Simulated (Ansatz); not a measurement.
# Ge5Au: the cost of one run

Method: DFT PBE, scalar-relativistic, plane waves, PAW, in Ansatz 0.2.0.

## Step 1: The structure to begin with

The structure is hexagonal, space group P6/mmm (No. 191). The conventional cell has a = 4.780 Å, b = 4.780 Å, c = 5.860 Å, α = 90.00°, β = 90.00°, γ = 120.00°. Around Ge (site symmetry 6/mmm) lie 2 Au at 2.93 Å and 12 Ge at 3.12 Å. Ge (site symmetry 3m) is surrounded by 8 Ge at 2.76 to 3.12 Å and 3 Au at 3.12 Å. Around Au (site symmetry 6/mmm) lie 14 Ge at 2.93 to 3.12 Å.

Coordinates:

```cif
data_structure
_symmetry_space_group_name_H-M 'P 1'
_symmetry_Int_Tables_number 1
_cell_length_a 4.7799
_cell_length_b 4.7799
_cell_length_c 5.8602
_cell_angle_alpha 90.000
_cell_angle_beta 90.000
_cell_angle_gamma 120.000
_cell_volume 115.95
loop_
_atom_site_label
_atom_site_type_symbol
_atom_site_fract_x
_atom_site_fract_y
_atom_site_fract_z
_atom_site_occupancy
Ge1 Ge 0.00000 0.00000 0.00000 1
Ge2 Ge 0.33333 0.66667 0.25000 1
Ge3 Ge 0.33333 0.66667 0.75000 1
Ge4 Ge 0.66667 0.33333 0.25000 1
Ge5 Ge 0.66667 0.33333 0.75000 1
Au1 Au 0.00000 0.00000 0.50000 1
```

Recipe of the guess: ordered superstructure of omega (P6/mmm, No. 191). Lengths come from tabulated atomic sizes and are only a guess.

## Step 2: The guess as it stands, on a coarse mesh

Input file input.yaml:

```yaml
crystal:
  lattice:
    - [4.77991864, 0.0, 0.0]
    - [-2.38995932, 4.13953097, 0.0]
    - [0.0, 0.0, 5.86018025]
  atoms:
    - { symbol: Ge, position: [0.0, 0.0, 0.0] }
    - { symbol: Ge, position: [0.33333333, 0.66666667, 0.25] }
    - { symbol: Ge, position: [0.33333333, 0.66666667, 0.75] }
    - { symbol: Ge, position: [0.66666667, 0.33333333, 0.25] }
    - { symbol: Ge, position: [0.66666667, 0.33333333, 0.75] }
    - { symbol: Au, position: [0.0, 0.0, 0.5] }
basis:
  ecutwfc: 420
kpoints:
  mp_grid: { grid: [6, 6, 4] }
hamiltonian:
  xc: pbe
scf:
  occupations: { method: gaussian, width: 0.1 }
  lower_state_search: "off"
output:
  forces: true
  stress: true
  eigenvalues: true
```

Command:

```console
ansatz run input.yaml --threads 1 --pin off --max-ram 2048MiB --backend cpu --events-out ev --progress --plain --runs-dir out
```

Q: Estimate wall time and peak memory on 1 thread of Arm Neoverse V1, shared host.

About 7.2 s, with a peak of 0.41 GiB.
